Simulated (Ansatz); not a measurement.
# Rh: the cost of one run

Program: Ansatz 0.2.0. Level of theory: DFT PBEsol, scalar-relativistic, plane waves, PAW. These are calculated values, not measurements.

The COD entry's cell or inner coordinates are ideal or old and differ from later refinements, so a difference from it is no clean test against experiment.

1 further run of the same task is left out (set aside as unsound or not needed).

**1. The structure to begin with**

The structure is cubic, space group Fm-3m (No. 225). The conventional cell has a = 3.780 Å, b = 3.780 Å, c = 3.780 Å, α = 90.00°, β = 90.00°, γ = 90.00°. Around Rh (site symmetry m-3m) lie 12 Rh at 2.67 Å.

Structure file:

```cif
data_structure
_symmetry_space_group_name_H-M 'Fm-3m'
_symmetry_Int_Tables_number 225
_cell_length_a 3.7800
_cell_length_b 3.7800
_cell_length_c 3.7800
_cell_angle_alpha 90.000
_cell_angle_beta 90.000
_cell_angle_gamma 90.000
_cell_volume 54.01
loop_
_atom_site_label
_atom_site_type_symbol
_atom_site_symmetry_multiplicity
_atom_site_Wyckoff_symbol
_atom_site_fract_x
_atom_site_fract_y
_atom_site_fract_z
_atom_site_occupancy
Rh1 Rh 4 a 0.00000 0.00000 0.00000 1
```

It is the result of an earlier relaxation at this level (volume 13.50 Å³/atom; gap on the mesh: none (metal)).

**2. Building the [001] wire, 20 host atoms a period**

The wire is cut from the relaxed crystal, periodic along c with vacuum across. Atoms and period relax; energies count from the bulk, -6338.7459 eV an atom.

The cell holds 20 Rh: a = 16.600 Å, b = 16.900 Å, c = 3.780 Å, α = 90.00°, β = 90.00°, γ = 90.00°.

**3. Relaxation**

Pressure and volume refer to the whole cell with its vacuum; only the period along c may change.

input.yaml

```yaml
crystal:
  lattice:
    - [16.6, 0.0, 0.0]
    - [0.0, 16.9, 0.0]
    - [0.0, 0.0, 3.7799800981]
  atoms:
    - { symbol: Rh, position: [0.3861451778, 0.3881662693, 0.0] }
    - { symbol: Rh, position: [0.3861451778, 0.6118337307, 0.0] }
    - { symbol: Rh, position: [0.6138548222, 0.3881662693, 0.0] }
    - { symbol: Rh, position: [0.6138548222, 0.6118337307, 0.0] }
    - { symbol: Rh, position: [0.3861451778, 0.5, 0.5] }
    - { symbol: Rh, position: [0.3861451778, 0.7236674614, 0.5] }
    - { symbol: Rh, position: [0.6138548222, 0.2763325386, 0.5] }
    - { symbol: Rh, position: [0.6138548222, 0.5, 0.5] }
    - { symbol: Rh, position: [0.6138548222, 0.7236674614, 0.5] }
    - { symbol: Rh, position: [0.2722903555, 0.6118337307, 0.5] }
    - { symbol: Rh, position: [0.5, 0.3881662693, 0.5] }
    - { symbol: Rh, position: [0.5, 0.6118337307, 0.5] }
    - { symbol: Rh, position: [0.7277096445, 0.3881662693, 0.5] }
    - { symbol: Rh, position: [0.7277096445, 0.6118337307, 0.5] }
    - { symbol: Rh, position: [0.2722903555, 0.5, 0.0] }
    - { symbol: Rh, position: [0.5, 0.2763325386, 0.0] }
    - { symbol: Rh, position: [0.5, 0.5, 0.0] }
    - { symbol: Rh, position: [0.5, 0.7236674614, 0.0] }
    - { symbol: Rh, position: [0.7277096445, 0.5, 0.0] }
    - { symbol: Rh, position: [0.7277096445, 0.7236674614, 0.0] }
basis:
  ecutwfc: 420
kpoints:
  mp_grid: { grid: [1, 1, 14] }
hamiltonian:
  xc: pbesol
scf:
  occupations: { method: gaussian, width: 0.05 }
output:
  forces: true
  stress: true
  eigenvalues: true
  populations: true
  write_density: true
  write_potential: true
  elf: true
  volumetric_format: npy
relax:
  adjacent_minimum: "off"
  f_tol: 0.02
  max_steps: 45
  cell: { fix: [a, b, alpha, beta, gamma], stress_tol: 0.03 }
```

The run is started by

```console
> ansatz run input.yaml --threads 4 --pin off --max-ram 11264MiB --backend cpu --events-out ev --progress --plain --runs-dir out
```

**Question.** How long does this run take on 4 threads of Intel Xeon at 2.50GHz (Skylake/Cascade Lake), shared host, and how much memory does it need?

About 13 min, with a peak of 4.2 GiB.
